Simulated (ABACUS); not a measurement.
# SiF (Pm-3m) in ABACUS: reference runs

How does SiF come out in PBE? The cell is run as given.

Everything below comes from runs of ABACUS 3.10.1. Logs are shortened: lines on timing, memory, paths and dates and some standing lists are left out, and cuts for length are marked.

### Step 1. Starting point

It takes space group Pm-3m (No. 221, cubic). The conventional cell has a = 3.029 Å, b = 3.029 Å, c = 3.029 Å, α = 90.00°, β = 90.00°, γ = 90.00°. Si (site symmetry m-3m) has 8 F at 2.62 Å as nearest neighbours. Around F (site symmetry m-3m) lie 8 Si at 2.62 Å.

The cell was built by a generator and needn't be a form met in nature.

### Step 2. Single point, PBE

INPUT

```
INPUT_PARAMETERS
suffix              SiF
calculation         scf
basis_type          pw
pseudo_dir          ./
symmetry            1
dft_functional      pbe
ecutwfc             84
pseudo_rcut         7
nspin               1
nbands              10
ks_solver           dav
smearing_method     fd
smearing_sigma      0.00367493
scf_thr             1e-08
scf_nmax            100
mixing_type         broyden
mixing_beta         0.7
cal_force           1
cal_stress          1
kpar                4
```

STRU

```
ATOMIC_SPECIES
Si 28.0850 Si.upf
F 18.9984 F.upf

LATTICE_CONSTANT
1.8897261246

LATTICE_VECTORS
3.0286000000 0.0000000000 0.0000000000
0.0000000000 3.0286000000 0.0000000000
0.0000000000 0.0000000000 3.0286000000

ATOMIC_POSITIONS
Direct

Si
0.0
1
0.5000000000 0.5000000000 0.5000000000 1 1 1

F
0.0
1
0.0000000000 0.0000000000 0.0000000000 1 1 1
```

KPT

```
K_POINTS
0
Gamma
9 9 9 0 0 0
```

Potentials or basis: PseudoDojo NC SR 0.4.1 PBE standard, plane waves.

Launch:

```sh
> OMP_NUM_THREADS=1 mpirun -np 4 abacus > log
```

running log:

```text
ABACUS v3.10.1

               Atomic-orbital Based Ab-initio Computation at UStc

 ------------------------------------------------------------------------------------

 READING GENERAL INFORMATION
                           global_out_dir = OUT.SiF/
                           global_in_card = INPUT
                               pseudo_dir = ./
                              orbital_dir =
                                    DSIZE = 4
                                    GSIZE = 1

 READING UNITCELL INFORMATION
                                    ntype = 2
                  lattice constant (Bohr) = 1.88973
              lattice constant (Angstrom) = 1

 READING ATOM TYPE 1
                               atom label = Si
                      L=0, number of zeta = 1
                      L=1, number of zeta = 1
                      L=2, number of zeta = 1
             number of atom for this type = 1

 READING ATOM TYPE 2
                               atom label = F
                      L=0, number of zeta = 1
                      L=1, number of zeta = 1
                      L=2, number of zeta = 1
             number of atom for this type = 1

                        TOTAL ATOM NUMBER = 2
DIRECT COORDINATES
    atom                   x                   y                   z     mag                  vx                  vy                  vz
taud_Si1            0.5000000000        0.5000000000        0.5000000000  0.0000        0.0000000000        0.0000000000        0.0000000000
taud_F1            0.0000000000        0.0000000000        0.0000000000  0.0000        0.0000000000        0.0000000000        0.0000000000

                          Volume (Bohr^3) = 187.466
                             Volume (A^3) = 27.7796

 Lattice vectors: (Cartesian coordinate: in unit of a_0)
              +3.0286                  +0                  +0
                   +0             +3.0286                  +0
                   +0                  +0             +3.0286
 Reciprocal vectors: (Cartesian coordinate: in unit of 2 pi/a_0)
            +0.330186                  -0                  +0
                   -0           +0.330186                  -0
                   +0                  -0           +0.330186
 The esolver type has been set to : ksdft_pw

                PAO radial cut off (Bohr) = 7

 Read in pseudopotential file is Si.upf
                     pseudopotential type = NC
          exchange-correlation functional = PBE
                 nonlocal core correction = 1
                        valence electrons = 4
                                     lmax = 2
                           number of zeta = 2
                     number of projectors = 6
                           L of projector = 0
[... 5 lines left out ...]
                PAO radial cut off (Bohr) = 7

 Read in pseudopotential file is F.upf
                     pseudopotential type = NC
          exchange-correlation functional = PBE
                 nonlocal core correction = 1
                        valence electrons = 7
                                     lmax = 2
                           number of zeta = 2
                     number of projectors = 5
                           L of projector = 0
                           L of projector = 0
                           L of projector = 1
                           L of projector = 1
                           L of projector = 2
     initial pseudo atomic orbital number = 8

 SETUP THE ELECTRONS NUMBER
            electron number of element Si = 4
      total electron number of element Si = 4
             electron number of element F = 7
       total electron number of element F = 7
            AUTOSET number of electrons:  = 11
                           occupied bands = 6
                                   NBANDS = 10
                                   NLOCAL = 18

 SETUP THE PLANE WAVE BASIS
 energy cutoff for charge/potential (unit:Ry) = 336
            fft grid for charge/potential = [ 36, 36, 36 ]
                        fft grid division = [ 1, 1, 1 ]
        big fft grid for charge/potential = [ 36, 36, 36 ]
                                     nbxx = 46656
                                     nrxx = 46656

 SETUP PLANE WAVES FOR CHARGE/POTENTIAL
                    number of plane waves = 19549
                         number of sticks = 877

 PARALLEL PW FOR CHARGE/POTENTIAL
     PROC   COLUMNS(POT)             PW
        1            877          19549
 --------------- sum -------------------
        1            877          19549
                            number of |g| = 235
                                  max |g| = 30.3083
                                  min |g| = 0

----------- Double Check Mixing Parameters Begin ------------
mixing_type: broyden
[... 29 lines left out ...]
              PURE POINT GROUP OPERATIONS = 48
                   SPACE GROUP OPERATIONS = 48
                              POINT GROUP = O_h
               POINT GROUP IN SPACE GROUP = O_h

 SETUP K-POINTS
                                    nspin = 1
                   Input type of k points = Monkhorst-Pack(Gamma)
                                   nkstot = 729
                       right hand lattice = 1
(for reciprocal lattice: )
                             BRAVAIS TYPE = 1
                     BRAVAIS LATTICE NAME = 01. Cubic P (simple)
                                    ibrav = 1
                       right hand lattice = 1
(for k-lattice: )
                             BRAVAIS TYPE = 1
                     BRAVAIS LATTICE NAME = 01. Cubic P (simple)
                                    ibrav = 1
                       right hand lattice = 1
                        ROTATION MATRICES = 48
                               nkstot_ibz = 35
K-POINTS REDUCTION ACCORDING TO SYMMETRY
     IBZ    DIRECT_X    DIRECT_Y    DIRECT_Z  WEIGHT  ibz2bz
       1  0.00000000  0.00000000  0.00000000  0.0014       0
       2  0.11111111  0.00000000  0.00000000  0.0082       1
       3  0.22222222  0.00000000  0.00000000  0.0082       2
       4  0.33333333  0.00000000  0.00000000  0.0082       3
       5  0.44444444  0.00000000  0.00000000  0.0082       4
       6  0.11111111  0.11111111  0.00000000  0.0165      10
[... 22 lines left out ...]
      29  0.33333333  0.33333333  0.22222222  0.0329     192
      30  0.44444444  0.33333333  0.22222222  0.0658     193
[... 5 further k points ...]

                               nkstot now = 35
[... K-POINTS DIRECT COORDINATES: 35 rows ...]

           k-point number in this process = 9
       minimum distributed K point number = 8
[... stars of the k points ...]

[... K-POINTS CARTESIAN COORDINATES: 9 rows ...]

[... K-POINTS DIRECT COORDINATES: 9 rows ...]

 SETUP PLANE WAVES FOR WAVE FUNCTIONS
     energy cutoff for wavefunc (unit:Ry) = 84
              fft grid for wave functions = [ 36, 36, 36 ]
                    number of plane waves = 2897
                         number of sticks = 241

 PARALLEL PW FOR WAVE FUNCTIONS
     PROC   COLUMNS(POT)             PW
        1            241           2897
 --------------- sum -------------------
        1            241           2897

 SETUP NONLOCAL PSEUDOPOTENTIALS IN PLANE WAVE BASIS
 Si non-local projectors:
 projector 1 L=0
 projector 2 L=0
 projector 3 L=1
 projector 4 L=1
 projector 5 L=2
 projector 6 L=2
 F non-local projectors:
 projector 1 L=0
 projector 2 L=0
 projector 3 L=1
 projector 4 L=1
 projector 5 L=2
      TOTAL NUMBER OF NONLOCAL PROJECTORS = 31

 Init Non-Local PseudoPotential table :
 Init Non-Local-Pseudopotential done.

                                     npwx = 2469

 Make real space PAO into reciprocal space.
       max mesh points in Pseudopotential = 701
     dq(describe PAO in reciprocal space) = 0.01
                                    max q = 1104

 number of pseudo atomic orbitals for Si is 2
WARNING: norm of atomic wavefunction # 1 of atomic type Si is 0.999875, renormalized
WARNING: norm of atomic wavefunction # 2 of atomic type Si is 0.996128, renormalized

 number of pseudo atomic orbitals for F is 2
WARNING: norm of atomic wavefunction # 2 of atomic type F is 0.999994, renormalized

 -------------------------------------------
 SELF-CONSISTENT
 -------------------------------------------
                                 init_chg = atomic

 PW ALGORITHM --------------- ION=   1  ELEC=   1--------------------------------

 Density error is 0.212122105958
                          Error Threshold = 0.01
----------------------------------------------------------
     Energy           Rydberg                 eV
----------------------------------------------------------
 E_KohnSham     -57.5408840869       -782.8838915391
 E_Harris       -54.5456598738       -742.1317754543
 E_Fermi        0.5095116863         6.9322621312
----------------------------------------------------------
[... 75 lines left out ...]
 Density error is 5.96772639035e-09
                          Error Threshold = 5.67499547613e-09
----------------------------------------------------------
     Energy           Rydberg                 eV
----------------------------------------------------------
 E_KohnSham     -57.6411513314       -784.2480973878
 E_KS(sigma->0) -57.6404903020       -784.2391036203
 E_Harris       -57.6416724513       -784.2551875874
 E_band         -1.3479055737        -18.3391961680
 E_one_elec     -21.2811228011       -289.5445299326
 E_Hartree      17.6201942361        239.7350414777
 E_xc           -13.9083515186       -189.2328304396
 E_Ewald        -40.0705491889       -545.1877909584
 E_entropy(-TS) -0.0013220590        -0.0179875349
 E_descf        0.0000000000         0.0000000000
 E_exx          0.0000000000         0.0000000000
 E_Fermi        0.5158934492         7.0190904695
----------------------------------------------------------

 charge density convergence is achieved
 final etot is -784.24809739 eV
 EFERMI = 7.0190904695 eV

 STATE ENERGY(eV) AND OCCUPATIONS    NSPIN == 1
 1/9 kpoint (Cartesian) = 0.0000 0.0000 0.0000 (2469 pws)
       1       -17.0643     0.00274348
       2       -1.94780     0.00274348
       3        1.79334     0.00274348
       4        1.79334     0.00274348
       5        1.79334     0.00274348
       6        12.1687    5.11611e-48
       7        12.1687    5.11611e-48
       8        12.1687    5.11611e-48
       9        12.8443    6.94019e-54
      10        12.8443    6.94019e-54
[... 49 lines left out ...]
 6/9 kpoint (Cartesian) = 0.036687 0.036687 0.0000 (2446 pws)
       1       -17.0118      0.0329218
       2       -2.06768      0.0329218
       3        1.54206      0.0329218
       4        1.86513      0.0329218
       5        2.24085      0.0329218
       6        10.3283    5.94771e-31
       7        10.5810    3.79279e-33
       8        12.1645    6.68303e-47
       9        14.0963    1.11044e-63
      10        15.5716    1.70400e-76

[... levels at 3 further k points ...]

------------------------------------------------------------------------------------------
 TOTAL-FORCE (eV/Angstrom)
------------------------------------------------------------------------------------------
                       Si1         0.0000000000         0.0000000000         0.0000000000
                        F1         0.0000000000         0.0000000000         0.0000000000
------------------------------------------------------------------------------------------

----------------------------------------------------------------
 TOTAL-STRESS (KBAR)
----------------------------------------------------------------
         0.6056250538        -0.0000000000        -0.0000000000
         0.0000000000         0.6056250538         0.0000000000
        -0.0000000000         0.0000000000         0.6056250538
----------------------------------------------------------------
 TOTAL-PRESSURE: 0.605625 KBAR

 --------------------------------------------
 !FINAL_ETOT_IS -784.2480973877643464 eV
 --------------------------------------------
```

It took 1.8 s on 4 MPI ranks of AMD EPYC 9R45 (Zen 5), shared host; peak memory 0.28 GiB.

What came out:

```
Free energy            : -784.2481 eV
Pressure               : 0.1 GPa
Band gap on the k mesh : none (metal or under the smearing width)
```

Caveat: an odd number of electrons without spin polarisation forces a metal; a magnetic or distorted state may lie lower.
